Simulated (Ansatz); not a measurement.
# Hf (Hf, bcc): the cost of one run

Program: Ansatz 0.2.0. Level of theory: DFT LDA (PW92), plane waves (420 eV) with PAW, scalar-relativistic; PBE-made PAW files. These are calculated values, not measurements.

**1. Starting point**

The structure is cubic, space group Im-3m (No. 229). Conventional cell: a = 3.551 Å, b = 3.551 Å, c = 3.551 Å, α = 90.00°, β = 90.00°, γ = 90.00°. Hf (site symmetry m-3m) is surrounded by 8 Hf at 3.07 Å.

Structure file:

```
Hf
1.0
    -1.77529    1.77529    1.77529
     1.77529   -1.77529    1.77529
     1.77529    1.77529   -1.77529
Hf
1
Cartesian
  0.0000 0.0000 0.0000
```

**2. Geometry optimisation**

input.yaml

```yaml
crystal:
  lattice:
    - [-1.7752869173, 1.7752869173, 1.7752869173]
    - [1.7752869173, -1.7752869173, 1.7752869173]
    - [1.7752869173, 1.7752869173, -1.7752869173]
  atoms:
    - { symbol: Hf, position: [0.0, 0.0, 0.0] }
hamiltonian:
  xc: lda
  pseudopotentials:
    kind: paw
    azcp:
      Hf: "pseudopotentials/Hf.paw.azcp"
basis:
  ecutwfc: 420
  fft_grid_basis: typed
kpoints:
  mp_grid: { grid: [12, 12, 12], shift: [0, 0, 0] }
magnetization:
  spin_polarized: false
scf:
  occupations: { method: fermi_dirac, width: 0.1 }
relax:
  max_steps: 60
  f_tol: 0.01
  cell: {}
```

Started as:

```sh
$ ansatz run input.yaml --threads 2 --pin off --max-ram 5120MiB --backend cpu --events-out ev --progress --plain --runs-dir out
```

Q: Estimate wall time and peak memory on 2 threads of Intel Xeon Platinum 8259CL at 2.50GHz (Skylake/Cascade Lake), shared host.

About 8.3 s, with a peak of 0.44 GiB.
